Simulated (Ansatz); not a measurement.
# KBr: the cost of one run

Method: DFT r2SCAN, scalar-relativistic, plane waves, PAW, in Ansatz 0.2.0.

1 further run of the same task is left out (set aside as unsound or not needed).

**1. The structure to begin with**

The structure is cubic, space group Fm-3m (No. 225). The conventional cell has a = 6.604 Å, b = 6.604 Å, c = 6.604 Å, α = 90.00°, β = 90.00°, γ = 90.00°. K (site symmetry m-3m) has 6 Br at 3.30 Å as nearest neighbours. Br (site symmetry m-3m) is surrounded by 6 K at 3.30 Å.

Coordinates:

```xyz
2
Lattice="0.0000 3.3022 3.3022 3.3022 0.0000 3.3022 3.3022 3.3022 0.0000" Properties=species:S:1:pos:R:3 pbc="T T T"
K     0.0000    0.0000    0.0000
Br    3.3022    3.3022    3.3022
```

It is the result of an earlier relaxation at this level (volume 36.01 Å³/atom; gap on the mesh: 5.07 eV).

**2. Bands, states and charges**

input.yaml reads:

```yaml
crystal:
  lattice:
    - [0.0, 3.3022256258, 3.3022256258]
    - [3.3022256258, 0.0, 3.3022256258]
    - [3.3022256258, 3.3022256258, 0.0]
  atoms:
    - { symbol: K, position: [0.0, 0.0, 0.0] }
    - { symbol: Br, position: [0.5, 0.5, 0.5] }
basis:
  ecutwfc: 500
kpoints:
  mp_grid: { grid: [6, 6, 6] }
  band_path:
    path:
      - [[0.0, 0.0, 0.0], [0.5, 0.0, 0.5], [0.625, 0.25, 0.625]]
      - [[0.375, 0.375, 0.75], [0.0, 0.0, 0.0], [0.5, 0.5, 0.5], [0.5, 0.25, 0.75], [0.5, 0.0, 0.5]]
    npoints: 14
hamiltonian:
  xc: r2scan
scf:
  occupations: { method: gaussian, width: 0.02 }
  n_extra_bands: 6
output:
  forces: true
  stress: true
  eigenvalues: true
  populations: true
  dos: { projected: true, de: 0.02, nscf_kmesh: { grid: [9, 9, 9] } }
  bader: true
  write_density: true
  write_potential: true
  elf: true
  volumetric_format: npy
```

Run with:

```console
ansatz run input.yaml --threads 1 --pin off --max-ram 2560MiB --backend cpu --events-out ev --progress --plain --runs-dir out
```

**Question.** How long does this run take on 1 thread of Arm Neoverse V1, shared host, and how much memory does it need?

About 17 s, with a peak of 0.48 GiB.
